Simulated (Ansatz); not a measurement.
# As4 (arsenic tetramer) at 4 levels

Aim: a comparison of 4 runs (HF/STO-3G, HF/3-21G, B3LYP/6-31G*) of As4 (arsenic tetramer). 

The calculation is run with Ansatz 0.2.0.

2 further runs of the same task are left out: 1 that didn't finish, 1 set aside as unsound or not needed. Runs told in other sessions of the task aren't counted.

**1. The system as given**

As4: 4 atoms, total charge 0, spin state singlet. SMILES: `[As]12[As]3[As]1[As]23`. The shape is that of a PBE0-D4/def2-TZVP optimisation.

Bond lengths: As1–As2 2.424 Å, As1–As3 2.424 Å, As2–As3 2.424 Å, As1–As4 2.424 Å, As2–As4 2.424 Å, As3–As4 2.424 Å. Some angles: As1–As2–As3 60.0°, As1–As2–As4 60.0°, As3–As2–As4 60.0°, As2–As1–As3 60.0°, As2–As1–As4 60.0°, As3–As1–As4 60.0°, As1–As3–As2 60.0°, As1–As3–As4 60.0°, As2–As3–As4 60.0°, As1–As4–As2 60.0°.

**2. Energy and forces at HF/STO-3G (run 1)**

job.yaml reads:

```yaml
crystal:
  periodic: [false, false, false]
  atoms:
    - {symbol: As, position_ang: [0.408230, -1.037610, 0.980150]}
    - {symbol: As, position_ang: [-0.244980, 1.281220, 0.708840]}
    - {symbol: As, position_ang: [-1.243230, -0.430680, -0.687660]}
    - {symbol: As, position_ang: [1.079970, 0.187070, -1.001320]}
basis:
  gaussian: {orbitals: STO-3G}
total_charge: 0
hamiltonian: {xc: hf}
accuracy: high
output: {forces: true, orbitals: {seedname: orbitals}}
```

On the command line:

```console
$ ansatz run job.yaml --threads 1 --pin off --max-ram 3480MiB --events-out events.jsonl --progress --plain --runs-dir runs
```

What it wrote:

```text
Warning: RAYON_NUM_THREADS=1 ignored (pool sized by the plan → 1); use --threads N
Functional definition: HF
  name "HF"
  exchange = exact_x
  correlation = 0
1086 factors; integrals over basis functions are off by at most 4.1e-9 eV
mean field evaluation 1: about -240473.7603 eV, gradient 6.2e0 eV
mean field evaluation 2: about -240473.8670 eV, gradient 6.2e0 eV
mean field evaluation 4: about -240474.0969 eV, gradient 3.2e-1 eV
mean field evaluation 8: about -240474.0982 eV, gradient 2.4e-8 eV
mean field -240474.09820844 eV, -8837.2601099621 hartree, gradient 2.3e-8 eV, S^2 0.000000; 0 other end points of the search recorded, 0 dependent functions left out
the calculation of the forces begins
reference -240474.09820844 eV, -8837.2601099621 hartree; 66, 66 occupied and 6, 6 virtual orbitals, 1086 factors
Total energy: -240474.09820844 eV, -8837.2601099621 hartree
Atom 0 at     0.408230    -1.037610     0.980150 Å, force    -0.592401     1.505767    -1.422489 eV/Å
Atom 1 at    -0.244980     1.281220     0.708840 Å, force     0.355465    -1.859318    -1.028752 eV/Å
Atom 2 at    -1.243230    -0.430680    -0.687660 Å, force     1.804164     0.625046     0.998027 eV/Å
Atom 3 at     1.079970     0.187070    -1.001320 Å, force    -1.567229    -0.271496     1.453215 eV/Å
Dipole moment:    -0.000000    -0.000000     0.000000 e Å
```

Run time: 4.5 s. Hardware: 1 thread of Arm Neoverse V2, shared host; peak memory 0.21 GiB.

**3. Energy and gradient at HF/3-21G (run 2)**

molecule.yaml reads:

```yaml
crystal:
  periodic: [false, false, false]
  atoms:
    - symbol: As
      position_ang: [0.408230, -1.037610, 0.980150]
    - symbol: As
      position_ang: [-0.244980, 1.281220, 0.708840]
    - symbol: As
      position_ang: [-1.243230, -0.430680, -0.687660]
    - symbol: As
      position_ang: [1.079970, 0.187070, -1.001320]
basis:
  gaussian:
    orbitals: 3-21G-spherical.json
output:
  forces: true
  orbitals: {seedname: orbitals}
hamiltonian:
  xc: hf
accuracy: high
```

The basis set 3-21G is read from a file made from the Basis Set Exchange's data (not shown).

On the command line:

```console
$ ansatz run molecule.yaml --threads 1 --pin off --max-ram 3480MiB --events-out events.jsonl --progress --plain --runs-dir runs
```

What it wrote (excerpt; [...] marks lines left out):

```text
Warning: RAYON_NUM_THREADS=1 ignored (pool sized by the plan → 1); use --threads N
Functional definition: HF
  name "HF"
[...]
1424 factors; integrals over basis functions are off by at most 4.0e-9 eV
[...]
mean field -242010.28789099 eV, -8893.7140395290 hartree, gradient 9.0e-8 eV, S^2 0.000000; 0 other end points of the search recorded, 0 dependent functions left out
[...]
reference -242010.28789099 eV, -8893.7140395290 hartree; 66, 66 occupied and 22, 22 virtual orbitals, 1424 factors
Total energy: -242010.28789099 eV, -8893.7140395290 hartree
Atom 0 at     0.408230    -1.037610     0.980150 Å, force     1.044542    -2.654872     2.507748 eV/Å
Atom 1 at    -0.244980     1.281220     0.708840 Å, force    -0.626847     3.278148     1.813564 eV/Å
Atom 2 at    -1.243230    -0.430680    -0.687660 Å, force    -3.180968    -1.101906    -1.759390 eV/Å
Atom 3 at     1.079970     0.187070    -1.001320 Å, force     2.763273     0.478629    -2.561922 eV/Å
Dipole moment:    -0.000000     0.000000     0.000000 e Å
```

Run time: 4.8 s. Hardware: 1 thread of Arm Neoverse V2, shared host; peak memory 0.32 GiB.

**4. Energy and forces at B3LYP/6-31G(d) (spherical functions) (run 3)**

run.yaml reads:

```yaml
crystal:
  periodic: [false, false, false]
  atoms:
    - symbol: As
      position_ang: [0.408230, -1.037610, 0.980150]
    - symbol: As
      position_ang: [-0.244980, 1.281220, 0.708840]
    - symbol: As
      position_ang: [-1.243230, -0.430680, -0.687660]
    - symbol: As
      position_ang: [1.079970, 0.187070, -1.001320]
basis:
  gaussian: {orbitals: 6-31G_st_-spherical.json}
hamiltonian: {xc: {name: B3LYP}}
accuracy: high
output: {forces: true, orbitals: {seedname: orbitals}}
```

The basis set 6-31G* is read from a file made from the Basis Set Exchange's data (not shown).

On the command line:

```console
$ ansatz run run.yaml --threads 1 --pin off --max-ram 3480MiB --events-out events.jsonl --progress --plain --runs-dir runs
```

What it wrote (excerpt; [...] marks lines left out):

```text
Warning: RAYON_NUM_THREADS=1 ignored (pool sized by the plan → 1); use --threads N
Functional definition: B3LYP
  name "B3LYP"
[...]
2490 factors; integrals over basis functions are off by at most 3.9e-9 eV
[...]
mean field -243340.83301964 eV, -8942.6106711311 hartree, gradient 4.4e-9 eV, S^2 0.000000; 0 other end points of the search recorded, 0 dependent functions left out
[...]
reference -243340.83304987 eV, -8942.6106722418 hartree; 66, 66 occupied and 62, 62 virtual orbitals, 2490 factors
Total energy: -243340.83304987 eV, -8942.6106722418 hartree
Atom 0 at     0.408230    -1.037610     0.980150 Å, force     0.251216    -0.638477     0.603039 eV/Å
Atom 1 at    -0.244980     1.281220     0.708840 Å, force    -0.150774     0.788355     0.436099 eV/Å
Atom 2 at    -1.243230    -0.430680    -0.687660 Å, force    -0.764996    -0.264975    -0.423070 eV/Å
Atom 3 at     1.079970     0.187070    -1.001320 Å, force     0.664554     0.115096    -0.616068 eV/Å
Dipole moment:     0.000000    -0.000000    -0.000000 e Å
```

Wall time 26 s (1 thread of Arm Neoverse V2, shared host); peak memory 0.67 GiB.

**5. Energy and forces at B3LYP/6-31G(d) (Cartesian functions) (run 4)**

in.yaml reads:

```yaml
crystal:
  periodic: [false, false, false]
  atoms:
    - {symbol: As, position_ang: [0.408230, -1.037610, 0.980150]}
    - {symbol: As, position_ang: [-0.244980, 1.281220, 0.708840]}
    - {symbol: As, position_ang: [-1.243230, -0.430680, -0.687660]}
    - {symbol: As, position_ang: [1.079970, 0.187070, -1.001320]}
basis:
  gaussian: {orbitals: "6-31G*"}
hamiltonian: {xc: {name: B3LYP}}
accuracy: high
output: {forces: true, orbitals: {seedname: orbitals}}
```

On the command line:

```console
$ ansatz run in.yaml --threads 1 --pin off --max-ram 3480MiB --events-out events.jsonl --progress --plain --runs-dir runs
```

What it wrote (excerpt; [...] marks lines left out):

```text
Warning: RAYON_NUM_THREADS=1 ignored (pool sized by the plan → 1); use --threads N
Functional definition: B3LYP
  name "B3LYP"
[...]
2554 factors; integrals over basis functions are off by at most 3.9e-9 eV
[...]
mean field -243341.53766877 eV, -8942.6365665088 hartree, gradient 3.4e-8 eV, S^2 0.000000; 0 other end points of the search recorded, 0 dependent functions left out
[...]
reference -243341.53769908 eV, -8942.6365676227 hartree; 66, 66 occupied and 74, 74 virtual orbitals, 2554 factors
Total energy: -243341.53769908 eV, -8942.6365676227 hartree
Atom 0 at     0.408230    -1.037610     0.980150 Å, force     0.263559    -0.669849     0.632674 eV/Å
Atom 1 at    -0.244980     1.281220     0.708840 Å, force    -0.158181     0.827093     0.457530 eV/Å
Atom 2 at    -1.243230    -0.430680    -0.687660 Å, force    -0.802585    -0.277996    -0.443861 eV/Å
Atom 3 at     1.079970     0.187070    -1.001320 Å, force     0.697207     0.120752    -0.646343 eV/Å
Dipole moment:     0.000000    -0.000000    -0.000000 e Å
```

Run time: 30 s. Hardware: 1 thread of Arm Neoverse V2, shared host; peak memory 0.71 GiB.

**6. The series**

```tsv
run	level	Cartesian functions	energy (Eh)	dipole moment (D)	HOMO energy (eV)	LUMO energy (eV)	wall time
1	HF/STO-3G	no	-8837.260110	0.00	-6.49	5.93	4.5 s
2	HF/3-21G	no	-8893.714040	0.00	-9.34	1.68	4.8 s
3	B3LYP/6-31G* (spherical functions)	no	-8942.610672	0.00	-6.73	-1.15	26 s
4	B3LYP/6-31G* (Cartesian functions)	yes	-8942.636568	0.00	-6.73	-1.15	30 s
```

**7. Results**

| quantity | value |
| --- | --- |
| run 4: total energy | -8942.63657 Eh |
| run 4: dipole moment | 0.00 D |
| run 4: HOMO energy | -6.73 eV |
| run 4: LUMO energy | -1.15 eV |
| run 4: HOMO–LUMO gap | 5.57 eV |
| run 4: largest force on an atom | 0.958 eV/Å |

**Reading.** The HOMO–LUMO gap runs from 5.57 eV (B3LYP/6-31G*) to 12.42 eV (HF/STO-3G). The two ends differ in method and basis. In run 1 the basis is minimal, so the values are rough. All runs together took 65 s, the longest 30 s.
